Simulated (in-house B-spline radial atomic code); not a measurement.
# Ba⁵⁵⁺: other nuclei and constants

Aim: how the energy and levels of Ba⁵⁵⁺ answer to the nuclear charge and the speed of light.

Program: in-house B-spline radial atomic code version 1. Level of theory: Dirac-Hartree-Fock, average of configuration, Fermi nucleus, basis-set limit. These are calculated values, not measurements, unless marked.

## (1) The atom as given

* element: barium (Z = 56)
* charge: +55
* electrons: 1
* configuration: 1s1
* Hamiltonian: Dirac-Coulomb
* nucleus: Fermi, rms radius 4.838 fm

Settings of the run:

```ini
Z = 56
electrons = 1.0
configuration = 1s1
hamiltonian = dirac
method = hf
spin_polarised = False
nucleus = fermi
rms_radius = 4.8378
mass_number = 138
atomic_mass = 137.905247059
speed_of_light = 137.035999084
```

From the earlier run of the reference: total energy -1639.428016 hartree (electron-nucleus part -3435.1280, recoil term 0.006521559). Levels, eight at most:

| orbital | occupation | energy (eV) | <r> (bohr) |
| --- | --- | --- | --- |
| 1s1/2 | 1 | -44611.1 | 0.02523 |

## (2) Speed of light × 1.02

Settings of the run:

```ini
Z = 56
electrons = 1.0
configuration = 1s1
hamiltonian = dirac
method = hf
spin_polarised = False
nucleus = fermi
rms_radius = 4.8378
mass_number = 138
atomic_mass = 137.905247059
speed_of_light = 139.77671906568
```

## (3) Speed of light × 0.98

The settings differ from step 2 so:

```diff
@@ -10,2 +10,2 @@
 atomic_mass = 137.905247059
-speed_of_light = 139.77671906568
+speed_of_light = 134.29527910232
```

## (4) Speed of light × 1.2

The settings differ from step 3 so:

```diff
@@ -10,2 +10,2 @@
 atomic_mass = 137.905247059
-speed_of_light = 134.29527910232
+speed_of_light = 164.44319890079998
```

## (5) Speed of light × 100

The settings differ from step 4 so:

```diff
@@ -10,2 +10,2 @@
 atomic_mass = 137.905247059
-speed_of_light = 164.44319890079998
+speed_of_light = 13703.5999084
```

## (6) Nuclear charge +0.1

The settings differ from step 5 so:

```diff
@@ -1,2 +1,2 @@
-Z = 56
+Z = 56.1
 electrons = 1.0
@@ -10,2 +10,2 @@
 atomic_mass = 137.905247059
-speed_of_light = 13703.5999084
+speed_of_light = 137.035999084
```

## (7) Nuclear charge +0.5

The settings differ from step 6 so:

```diff
@@ -1,2 +1,2 @@
-Z = 56.1
+Z = 56.5
 electrons = 1.0
```

By how much, and in which direction, does each change move the total energy and the levels?

The runs gave:

All values are changes from the reference run; energy changes under 4e-05 eV count as noise.

| change | Δ total energy (eV) | Δ 1s1/2 level (eV) |
| --- | --- | --- |
| speed of light × 1.02 | +82.39 | +82.39 |
| speed of light × 0.98 | -88.17 | -88.17 |
| speed of light × 1.2 | +632.2 | +632.2 |
| speed of light × 100 | +1945 | +1945 |
| nuclear charge +0.1 | -167.1 | -167.1 |
| nuclear charge +0.5 | -839.1 | -839.1 |

The largest shift, +1945 eV, belongs to the run "speed of light × 100". With the speed of light a hundred times larger relativity all but vanishes, so that run measures the relativistic lowering of the energy: 1945 eV. Adding 0.1 to the nuclear charge changes the energy by -6.1407 hartree; 0.1 times the Hellmann-Feynman slope (electron-nucleus energy over Z) gives -6.1342 hartree to first order.
